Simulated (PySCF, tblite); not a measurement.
**C3H11F2Ge2P: geometry, infrared bands and NMR shifts**

What infrared bands and NMR shifts should C3H11F2Ge2P (`C[C@@H]([GeH3])[Ge@H]([PH2])[CH](F)F`) show?

The runs use tblite 0.8.0 and PySCF 2.14.0, with density-fitted response routines of our own; the level of theory stands in each step. All values are computed, except where a source is named. Atoms count from 0, in the outputs and in this text.

## (1) The starting structure

19 atoms, charge 0, multiplicity 1; geometry from: force field or distance geometry start.

Bonds of the start (Å): C0–C1 1.53, C1–Ge2 1.94, C1–Ge3 1.92, Ge3–P4 2.31, Ge3–C5 1.94, C5–F6 1.39, C5–F7 1.38, C0–H8 1.12, C0–H9 1.10, C0–H10 1.11, C1–H11 1.11, Ge2–H12 1.53, Ge2–H13 1.54, Ge2–H14 1.55, Ge3–H15 1.56, P4–H16 1.46, P4–H17 1.45, C5–H18 1.10.

## (2) Optimising the geometry with GFN2-xTB

Job settings and geometry (Å):

```
{"job": {"kind": "relax", "xc": "GFN2-xTB", "basis": "xTB"}, "charge": 0, "multiplicity": 1}
C      0.969100     1.823700     0.038300
C      0.574800     0.537000    -0.684700
Ge     2.050000    -0.686500    -0.396900
Ge    -1.103000    -0.011000     0.069100
P     -0.909800    -0.894200     2.190100
C     -2.147500    -1.161900    -1.093500
F     -2.274500    -0.550500    -2.331300
F     -3.416300    -1.204300    -0.542500
H      0.297100     1.932400     0.932100
H      0.911600     2.701100    -0.621800
H      1.984300     1.711500     0.461400
H      0.466600     0.695500    -1.775500
H      1.665900    -2.167700    -0.492300
H      2.761900    -0.404500     0.937700
H      3.088100    -0.370300    -1.509700
H     -1.949000     1.286000     0.270800
H     -1.701900    -0.085400     3.114000
H      0.489900    -0.950300     2.576700
H     -1.767100    -2.191300    -1.149500
```

The run is started by

```
$ OMP_NUM_THREADS=1 python probes_run.py task.json out
```

The driver reads the jobs from task.json and runs them one after another.

Output:

```text
step      E/eV     max force
  0    -756.55466    2.110
  1    -756.81850    1.676
  2    -757.19446    1.231
  3    -757.34658    1.081
  4    -757.49390    0.874
  5    -757.53717    0.553
  6    -757.57291    0.363
  7    -757.59169    0.372
  8    -757.61068    0.326
  9    -757.62471    0.255
 10    -757.63687    0.266
 11    -757.64736    0.327
 12    -757.65807    0.297
 13    -757.66499    0.198
 14    -757.66856    0.136
 15    -757.67117    0.147
 16    -757.67349    0.169
 17    -757.67563    0.132
 18    -757.67748    0.092
 19    -757.67913    0.085
 20    -757.68096    0.138
 21    -757.68344    0.185
 22    -757.68658    0.179
 23    -757.68960    0.171
 24    -757.69171    0.119
 25    -757.69298    0.075
 26    -757.69403    0.078
 27    -757.69523    0.107
 28    -757.69649    0.113
 29    -757.69769    0.082
 30    -757.69895    0.099
 31    -757.70065    0.137
 32    -757.70317    0.163
 33    -757.70666    0.186
 34    -757.71078    0.165
 35    -757.71478    0.159
 36    -757.71825    0.143
 37    -757.72160    0.135
 38    -757.72531    0.149
 39    -757.72924    0.149
 40    -757.73284    0.190
 41    -757.73577    0.177
 42    -757.73790    0.238
 43    -757.74063    0.115
 44    -757.74347    0.094
 45    -757.74747    0.129
 46    -757.74898    0.133
 47    -757.75148    0.143
 48    -757.75494    0.125
 49    -757.75742    0.181
 50    -757.75987    0.220
 51    -757.76359    0.187
 52    -757.76619    0.118
 53    -757.76930    0.128
 54    -757.77203    0.198
 55    -757.77999    0.312
 56    -757.78842    0.283
 57    -757.79571    0.228
 58    -757.79500    0.375
 59    -757.80289    0.110
 60    -757.80433    0.091
 61    -757.80800    0.143
 62    -757.80950    0.135
 63    -757.81381    0.139
 64    -757.81642    0.114
 65    -757.81821    0.112
 66    -757.81935    0.098
 67    -757.82035    0.097
 68    -757.82126    0.070
 69    -757.82226    0.079
 70    -757.82337    0.077
 71    -757.82447    0.076
 72    -757.82544    0.080
 73    -757.82626    0.077
 74    -757.82711    0.073
 75    -757.82768    0.062
 76    -757.82806    0.043
 77    -757.82838    0.046
 78    -757.82884    0.063
 79    -757.82945    0.074
 80    -757.83009    0.064
 81    -757.83054    0.041
 82    -757.83079    0.030
 83    -757.83097    0.028
 84    -757.83119    0.037
 85    -757.83144    0.039
 86    -757.83166    0.031
 87    -757.83185    0.030
 88    -757.83203    0.034
 89    -757.83228    0.047
 90    -757.83259    0.051
 91    -757.83287    0.039
 92    -757.83308    0.034
 93    -757.83325    0.034
 94    -757.83347    0.042
 95    -757.83376    0.040
 96    -757.83405    0.038
 97    -757.83427    0.036
 98    -757.83447    0.037
 99    -757.83474    0.050
100    -757.83513    0.046
101    -757.83563    0.044
102    -757.83614    0.058
103    -757.83670    0.066
104    -757.83753    0.101
105    -757.83900    0.129
106    -757.84151    0.136
107    -757.84420    0.172
108    -757.84364    0.253
109    -757.84153    0.444
110    -757.84768    0.078
111    -757.84879    0.063
112    -757.85017    0.092
113    -757.85148    0.159
114    -757.85352    0.118
115    -757.85637    0.057
116    -757.85704    0.079
117    -757.85807    0.081
118    -757.85901    0.076
119    -757.86023    0.085
120    -757.86106    0.099
121    -757.86216    0.084
122    -757.86310    0.119
123    -757.86455    0.088
124    -757.86589    0.090
125    -757.86703    0.041
126    -757.86745    0.109
127    -757.86792    0.046
128    -757.86818    0.045
129    -757.86865    0.042
130    -757.86890    0.041
131    -757.86940    0.039
132    -757.86987    0.042
133    -757.87024    0.038
134    -757.87045    0.041
135    -757.87058    0.028
136    -757.87067    0.016
137    -757.87073    0.027
138    -757.87077    0.027
139    -757.87081    0.025
140    -757.87088    0.022
141    -757.87099    0.022
142    -757.87112    0.031
143    -757.87124    0.031
144    -757.87136    0.022
145    -757.87146    0.022
146    -757.87157    0.022
147    -757.87170    0.028
148    -757.87188    0.037
149    -757.87209    0.040
150    -757.87237    0.049
151    -757.87265    0.046
152    -757.87297    0.049
153    -757.87315    0.039
154    -757.87337    0.029
155    -757.87351    0.034
156    -757.87369    0.029
157    -757.87387    0.029
158    -757.87409    0.038
159    -757.87427    0.035
160    -757.87446    0.022
161    -757.87457    0.020
162    -757.87464    0.042
163    -757.87471    0.020
164    -757.87477    0.012
165    -757.87483    0.012
166    -757.87487    0.014
167    -757.87493    0.018
168    -757.87500    0.021
169    -757.87508    0.019
170    -757.87517    0.020
171    -757.87528    0.025
172    -757.87544    0.028
173    -757.87559    0.030
174    -757.87570    0.025
175    -757.87578    0.018
176    -757.87585    0.017
177    -757.87596    0.024
178    -757.87614    0.039
179    -757.87635    0.042
180    -757.87654    0.031
181    -757.87671    0.029
182    -757.87688    0.040
183    -757.87705    0.059
184    -757.87730    0.054
185    -757.87769    0.033
186    -757.87783    0.025
187    -757.87796    0.028
188    -757.87808    0.031
189    -757.87822    0.037
190    -757.87835    0.037
191    -757.87846    0.029
192    -757.87855    0.028
193    -757.87863    0.020
194    -757.87869    0.019
195    -757.87875    0.018
196    -757.87881    0.017
197    -757.87886    0.019
198    -757.87891    0.015
199    -757.87893    0.010
200    -757.87895    0.010
201    -757.87898    0.014
202    -757.87903    0.017
203    -757.87912    0.023
204    -757.87923    0.023
205    -757.87934    0.023
206    -757.87944    0.029
207    -757.87954    0.029
208    -757.87967    0.031
209    -757.87983    0.034
210    -757.88000    0.030
211    -757.88015    0.026
212    -757.88027    0.032
213    -757.88037    0.025
214    -757.88043    0.022
215    -757.88048    0.019
216    -757.88051    0.015
217    -757.88056    0.011
218    -757.88058    0.012
219    -757.88060    0.012
220    -757.88062    0.011
221    -757.88064    0.013
222    -757.88067    0.013
223    -757.88070    0.018
224    -757.88074    0.020
225    -757.88079    0.020
226    -757.88087    0.026
227    -757.88095    0.029
228    -757.88102    0.022
229    -757.88107    0.022
230    -757.88111    0.022
231    -757.88116    0.016
232    -757.88120    0.016
233    -757.88123    0.012
234    -757.88125    0.013
235    -757.88126    0.012
236    -757.88128    0.009
```

Run time: 9.1 s. Hardware: 1 thread of Intel Xeon at 2.50GHz, shared host.

Along the way: (not every step is listed)

| step | energy from step 0 (eV) | largest force (eV/Å) |
| --- | --- | --- |
| 0 | 0.0000 | 2.1098 |
| 1 | -0.2638 | 1.6757 |
| 2 | -0.6398 | 1.2314 |
| 3 | -0.7919 | 1.0806 |
| 4 | -0.9392 | 0.8743 |
| 5 | -0.9825 | 0.5525 |
| 6 | -1.0182 | 0.3626 |
| 7 | -1.0370 | 0.3719 |
| 8 | -1.0560 | 0.3263 |
| 30 | -1.1443 | 0.0987 |
| 52 | -1.2115 | 0.1180 |
| 74 | -1.2724 | 0.0728 |
| 96 | -1.2794 | 0.0380 |
| 118 | -1.3043 | 0.0757 |
| 140 | -1.3162 | 0.0216 |
| 162 | -1.3200 | 0.0415 |
| 184 | -1.3226 | 0.0543 |
| 206 | -1.3248 | 0.0286 |
| 228 | -1.3264 | 0.0217 |
| 231 | -1.3265 | 0.0160 |
| 232 | -1.3265 | 0.0162 |
| 233 | -1.3266 | 0.0124 |
| 234 | -1.3266 | 0.0130 |
| 235 | -1.3266 | 0.0121 |
| 236 | -1.3266 | 0.0088 |

Distances of close pairs at the start and the end, largest changes first:

| bond | before (Å) | after (Å) | change (Å) |
| --- | --- | --- | --- |
| C1–Ge3 | 1.919 | 1.997 | +0.077 |
| Ge3–C5 | 1.941 | 2.016 | +0.075 |
| P4–H16 | 1.461 | 1.390 | -0.071 |
| P4–H17 | 1.453 | 1.388 | -0.065 |
| Ge2–H14 | 1.554 | 1.500 | -0.055 |
| Ge2–H13 | 1.539 | 1.497 | -0.042 |
| Ge2–H12 | 1.533 | 1.492 | -0.041 |
| C1–Ge2 | 1.938 | 1.974 | +0.036 |

The next job starts from the end point, and lists it.

## (3) Harmonic vibrations with GFN2-xTB

Job settings and geometry (Å):

```
{"job": {"kind": "ir", "xc": "GFN2-xTB", "basis": "xTB"}, "charge": 0, "multiplicity": 1}
C      1.270330     1.861929     0.169835
C      0.592175     0.740832    -0.606975
Ge     1.798297    -0.805908    -0.825970
Ge    -1.092908     0.149542     0.285717
P     -0.747143    -0.600801     2.444992
C     -1.803315    -1.401911    -0.788269
F     -1.511728    -1.211375    -2.105400
F     -3.162420    -1.405715    -0.689950
H      1.551402     1.519050     1.166594
H      0.607284     2.721696     0.279318
H      2.176076     2.190236    -0.341487
H      0.315995     1.099955    -1.601008
H      1.245275    -1.851273    -1.735762
H      2.084668    -1.440605     0.499322
H      3.109158    -0.342109    -1.387600
H     -2.174416     1.219927     0.100494
H     -2.110989    -0.714117     2.687633
H     -0.705307     0.686897     2.962008
H     -1.452238    -2.407001    -0.520952
```

Output:

```text
mode    cm-1     km/mol
  1      21.8      0.37
  2      34.5      2.23
  3      58.5      0.91
  4      66.7      1.28
  5      79.8      1.90
  6      95.2     11.97
  7     118.5      1.40
  8     137.1      2.49
  9     206.3      0.23
 10     226.1      0.95
 11     232.1      7.64
 12     236.5      5.59
 13     285.6      4.87
 14     358.9     10.87
 15     423.2      8.72
 16     464.4     40.92
 17     506.8     36.09
 18     526.6     64.14
 19     536.8     17.81
 20     623.7    356.64
 21     634.2    151.46
 22     661.9     35.34
 23     687.8     11.63
 24     710.4     34.72
 25     775.7    345.80
 26     851.7     94.89
 27     858.4    115.20
 28     977.3      9.02
 29     986.3    137.31
 30    1025.6     12.08
 31    1054.1     75.49
 32    1067.2      8.51
 33    1104.2      9.31
 34    1122.0      9.38
 35    1199.0     29.13
 36    1242.7      7.07
 37    1262.7      3.16
 38    1414.5      2.72
 39    1492.4      2.90
 40    1495.8      5.05
 41    1775.7    474.17
 42    1970.9    181.78
 43    2051.8    454.77
 44    2085.9    370.05
 45    2260.3     70.42
 46    2322.3    121.56
 47    2887.0     39.72
 48    2923.7     27.35
 49    2977.6     44.90
 50    2982.5     44.07
 51    2992.6     16.69
```

Run time: 3.4 s. Hardware: 1 thread of Intel Xeon at 2.50GHz, shared host.

The strongest bands and the atoms that carry them (share of the mass-weighted mode):

| cm⁻¹ | km/mol | atoms |
| --- | --- | --- |
| 624 | 356.6 | H15 31 %, C1 27 % |
| 634 | 151.5 | H15 35 %, C1 25 %, C5 16 % |
| 776 | 345.8 | H12 33 %, H13 31 %, H14 29 % |
| 986 | 137.3 | C5 61 %, F6 18 %, F7 17 % |
| 1776 | 474.2 | H15 99 % |
| 1971 | 181.8 | H14 51 %, H13 31 %, H12 17 % |
| 2052 | 454.8 | H13 54 %, H14 42 % |
| 2086 | 370.1 | H12 80 %, H13 13 % |

## (4) Shielding tensors: PBE0/pcSseg-1

Settings changed since step 3:

```diff
@@ -1,2 +1,2 @@
-{"job": {"kind": "ir", "xc": "GFN2-xTB", "basis": "xTB"}, "charge": 0, "multiplicity": 1}
+{"job": {"kind": "nmr", "xc": "PBE0", "basis": "pcSseg-1"}, "charge": 0, "multiplicity": 1}
 C      1.270330     1.861929     0.169835
```

Level: GIAO PBE0/pcSseg-1 NMR shielding, non-relativistic, gas phase.

Output:

```text
coarse grid: 74576 points
cycle   1  E = -4814.3360303283  dE = -7.305e-01  |g| = 1.355e+00  |ddm| = 4.022e+00
cycle   2  E = -4814.2003166714  dE =  1.357e-01  |g| = 1.564e+00  |ddm| = 1.449e+00
cycle   3  E = -4814.4866026370  dE = -2.863e-01  |g| = 2.053e-01  |ddm| = 1.000e+00
cycle   4  E = -4814.4938062890  dE = -7.204e-03  |g| = 7.349e-02  |ddm| = 1.792e-01
cycle   5  E = -4814.4945366119  dE = -7.303e-04  |g| = 9.006e-03  |ddm| = 5.076e-02
cycle   6  E = -4814.4945526163  dE = -1.600e-05  |g| = 3.748e-03  |ddm| = 1.492e-02
cycle   7  E = -4814.4945558789  dE = -3.263e-06  |g| = 1.074e-03  |ddm| = 4.472e-03
final grid: 153928 points
cycle   8  E = -4814.4945886401  dE =  1.065e-07  |g| = 1.530e-03  |ddm| = 3.456e-03
cycle   9  E = -4814.4945880713  dE =  5.688e-07  |g| = 2.285e-03  |ddm| = 2.860e-03
cycle  10  E = -4814.4945890853  dE = -1.014e-06  |g| = 1.372e-04  |ddm| = 1.760e-03
cycle  11  E = -4814.4945890891  dE = -3.813e-09  |g| = 2.421e-05  |ddm| = 1.545e-04
cycle  12  E = -4814.4945890892  dE = -6.730e-11  |g| = 4.433e-06  |ddm| = 1.669e-05
converged SCF energy = -4814.4945890892

GIAO shielding tensors (ppm)
atom      isotropic    diamagn.    paramagn.     s11        s22        s33       span
  0 C      170.524     246.597     -76.073    158.764    165.064    187.744     28.979
  1 C      178.989     252.919     -73.930    170.562    181.098    185.307     14.745
  2 Ge    1550.569    2757.059   -1206.490   1457.264   1495.227   1699.215    241.951
  3 Ge    1382.104    2758.631   -1376.527   1314.595   1380.822   1450.894    136.298
  4 P      639.198     966.796    -327.598    585.755    618.616    713.223    127.468
  5 C       56.391     248.015    -191.624     32.343     66.931     69.899     37.556
  6 F      313.035     476.204    -163.169    191.174    309.470    438.460    247.286
  7 F      311.702     472.441    -160.739    195.987    313.858    425.261    229.274
  8 H       30.738      30.975      -0.236     26.004     29.924     36.287     10.283
  9 H       30.161      30.066       0.095     24.477     27.755     38.251     13.774
 10 H       30.111      29.347       0.764     24.205     27.619     38.509     14.304
 11 H       30.450      33.276      -2.826     26.184     27.761     37.405     11.221
 12 H       27.962      30.501      -2.539     19.923     24.695     39.268     19.345
 13 H       28.015      30.031      -2.015     20.361     25.315     38.370     18.009
 14 H       28.177      29.892      -1.716     21.216     22.499     40.815     19.599
 15 H       26.426      30.480      -4.054     20.484     21.015     37.779     17.296
 16 H       30.478      28.841       1.637     23.985     27.396     40.054     16.069
 17 H       30.495      29.239       1.257     24.106     27.930     39.449     15.343
 18 H       25.284      29.970      -4.686     23.292     24.895     27.666      4.374
```

Run time: 2.9 min. Hardware: 1 thread of Intel Xeon at 2.50GHz, shared host; peak memory 1.1 GiB.

The references, computed at this level on geometries of the same kind, shield at (ppm): 1H TMS 31.72, 13C TMS 186.9, 19F CFCl3 170.9, 31P H3PO4 318.4, 73Ge GeMe4 1331. Their shielding less the atom's gives the shift. The references are single molecules in the gas phase, so shifts against H2O, NH3, PH3, H3PO4 or CFCl3 are not on the usual liquid scales and can be off by tens of ppm. Atoms listed in one row are averaged.

| atoms | environment | σ (ppm) | δ (ppm) |
| --- | --- | --- | --- |
| C5 | sp3 CH bonded to 2 F and Ge | 56.4 | 130.5 |
| C0 | methyl carbon | 170.5 | 16.4 |
| C1 | sp3 CH bonded to 2 Ge | 179.0 | 7.9 |
| H18 | hydrogen on an sp3 CH bonded to 2 F and Ge | 25.28 | 6.43 |
| H15 | hydrogen on a germanium bonded to 2 C, P | 26.43 | 5.29 |
| H12, H13, H14 | hydrogen on a germanium bonded to C | 28.05 | 3.67 |
| H8, H9, H10 | hydrogen on a methyl carbon | 30.34 | 1.38 |
| H11 | hydrogen on an sp3 CH bonded to 2 Ge | 30.45 | 1.27 |
| H16, H17 | hydrogen on a phosphorus bonded to Ge | 30.49 | 1.23 |
| Ge3 | germanium bonded to 2 C, P, H | 1382 | -51 |
| Ge2 | germanium bonded to C, 3 H | 1551 | -220 |
| P4 | phosphorus bonded to Ge, 2 H | 639.2 | -320.8 |
| F7 | fluorine of a CF2 group | 311.7 | -140.8 |
| F6 | fluorine of a CF2 group | 313.0 | -142.1 |

Charges from the same density, by scheme (e):

| atoms | Mulliken | IAO | Hirshfeld | ESP fit |
| --- | --- | --- | --- | --- |
| C0 | -0.20 | -0.41 | -0.12 | -0.63 |
| C1 | -0.80 | -0.55 | -0.17 | 0.20 |
| Ge2 | 0.25 | 0.46 | 0.28 | 0.18 |
| Ge3 | 0.27 | 0.57 | 0.29 | -0.01 |
| P4 | -0.05 | -0.08 | 0.00 | -0.32 |
| C5 | 0.31 | 0.22 | 0.06 | 0.53 |
| F6 | -0.30 | -0.30 | -0.11 | -0.29 |
| F7 | -0.31 | -0.30 | -0.12 | -0.27 |

Mayer bond orders: C0–C1 0.99, C1–Ge2 0.88, C1–Ge3 0.91, Ge3–P4 1.06, Ge3–C5 0.86, C5–F6 0.90, C5–F7 0.91.

## (5) Results

| quantity | value |
| --- | --- |
| strongest single infrared mode (GFN2-xTB) | 1776 cm⁻¹, 474 km/mol |
| zero-point energy (GFN2-xTB) | 75.9 kcal/mol |
| 13C shifts against TMS (PBE0/pcSseg-1) | 130.5, 16.4, 7.9 ppm |
| 1H shifts against TMS (PBE0/pcSseg-1, means over atoms taken as alike) | 6.43, 5.29, 3.67, 1.38, 1.27, 1.23 ppm |
| 73Ge shifts against GeMe4 (PBE0/pcSseg-1) | -51, -220 ppm |
| 31P shifts against H3PO4 (PBE0/pcSseg-1) | -320.8 ppm |
| 19F shifts against CFCl3 (PBE0/pcSseg-1) | -140.8, -142.1 ppm |

What this shows: Over 236 steps the energy fell by 1.327 eV; of the close pairs, C1–Ge3 changed most, 1.919 to 1.997 Å. No mode is imaginary among the 51: a minimum at this level. The strongest single mode, at 1776 cm⁻¹, moves mainly H15. GFN2-xTB is a fitted tight-binding method: band positions and strengths are rough. Its intensities can rank the bands wrongly. The most deshielded hydrogen is H18 (hydrogen on an sp3 CH bonded to 2 F and Ge), at 6.43 ppm: its carbon carries F, hence the downfield position. Spin-orbit coupling is left out, which matters for shieldings and couplings at and beside the heavy atoms.
